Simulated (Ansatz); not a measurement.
# C6H18N2O2Ti: the cost of one run

Method: one geometry, several basis sets; program: Ansatz 0.2.0, Gaussian basis.

Levels to be run: PBE0-D4/def2-SVP; ωB97M-V/def2-SVP; PBE0-D4/def2-QZVPP; ωB97M-V/def2-QZVPP; the functionals' def2-TZVPP values are taken from earlier runs.

**1. Structure used throughout**

The geometry comes from an earlier relaxation with PBE0-D4 in a triple-zeta def2 set; it is a stationary point, not always the lowest conformer.

SMILES `CC(C)[NH][Ti]([OH])([OH])[NH]C(C)C`, 29 atoms, charge 0, spin multiplicity 1.

Atoms are counted from 1 here; the program's logs count them from 0.

Bond lengths: C1–C2 1.518 Å, C1–H12 1.092 Å, C1–H13 1.092 Å, C1–H14 1.094 Å, C2–C3 1.522 Å, C2–N4 1.450 Å, C2–H15 1.103 Å, C3–H16 1.094 Å, C3–H17 1.094 Å, C3–H18 1.093 Å, N4–Ti5 1.891 Å, N4–H19 1.015 Å, Ti5–O6 1.814 Å, Ti5–O7 1.810 Å, Ti5–N8 1.883 Å, O6–H20 0.957 Å, O7–H21 0.957 Å, N8–C9 1.450 Å and more. Angles: C2–C1–H12 110.7°, C2–C1–H13 110.8°, C2–C1–H14 110.2°, H12–C1–H13 108.3°, H12–C1–H14 108.3°, H13–C1–H14 108.4°, C1–C2–C3 110.9°, C1–C2–N4 110.5°, C1–C2–H15 107.6°, C3–C2–N4 110.6°, C3–C2–H15 107.6°, N4–C2–H15 109.6°, C2–C3–H16 111.1°, C2–C3–H17 110.3°, C2–C3–H18 111.0°, H16–C3–H17 108.1°, H16–C3–H18 107.8°, H17–C3–H18 108.5° and more.

**2. PBE0-D4 in def2-SVP**

Input file in.yaml:

```yaml
crystal:
  periodic: [false, false, false]
  atoms:
    - {symbol: C, position_ang: [2.128404, -0.675845, -0.913937]}
    - {symbol: C, position_ang: [1.162583, -0.004097, -1.873753]}
    - {symbol: C, position_ang: [1.877882, 0.442301, -3.140275]}
    - {symbol: N, position_ang: [0.510739, 1.122005, -1.233365]}
    - {symbol: Ti, position_ang: [0.044390, 1.591349, 0.537971]}
    - {symbol: O, position_ang: [-1.367672, 2.715373, 0.354592]}
    - {symbol: O, position_ang: [1.451371, 2.287649, 1.438907]}
    - {symbol: N, position_ang: [-0.456761, 0.028045, 1.460148]}
    - {symbol: C, position_ang: [-1.692221, -0.710222, 1.285469]}
    - {symbol: C, position_ang: [-1.426010, -2.122567, 0.779532]}
    - {symbol: C, position_ang: [-2.515603, -0.722936, 2.565838]}
    - {symbol: H, position_ang: [2.590782, -1.549474, -1.379167]}
    - {symbol: H, position_ang: [1.612639, -1.002188, -0.008899]}
    - {symbol: H, position_ang: [2.922070, 0.020715, -0.626806]}
    - {symbol: H, position_ang: [0.406257, -0.752438, -2.163483]}
    - {symbol: H, position_ang: [1.180711, 0.908097, -3.842590]}
    - {symbol: H, position_ang: [2.655635, 1.172176, -2.898527]}
    - {symbol: H, position_ang: [2.344887, -0.406603, -3.646301]}
    - {symbol: H, position_ang: [0.085314, 1.737365, -1.919553]}
    - {symbol: H, position_ang: [-1.566040, 3.573328, 0.728640]}
    - {symbol: H, position_ang: [2.341826, 2.488202, 1.151869]}
    - {symbol: H, position_ang: [0.123846, -0.355569, 2.197115]}
    - {symbol: H, position_ang: [-2.272969, -0.182205, 0.518303]}
    - {symbol: H, position_ang: [-0.834714, -2.684113, 1.510163]}
    - {symbol: H, position_ang: [-2.359808, -2.666849, 0.614284]}
    - {symbol: H, position_ang: [-0.868610, -2.096142, -0.158575]}
    - {symbol: H, position_ang: [-2.721780, 0.296099, 2.897799]}
    - {symbol: H, position_ang: [-3.466629, -1.242426, 2.421287]}
    - {symbol: H, position_ang: [-1.970121, -1.237527, 3.363812]}
basis:
  gaussian: {orbitals: def2-SVP}
hamiltonian: {xc: pbe0, dispersion: d4}
output: {orbitals: {seedname: orbitals}}
```

On the command line:

```
ansatz run in.yaml --threads 11 --pin off --events-out ev --progress --plain --max-ram 174080MiB --backend cpu
```

Q: Estimate wall time and peak memory on 11 threads of AMD EPYC 7R13, shared host.

About 4.6 s, with a peak of 1.7 GiB.
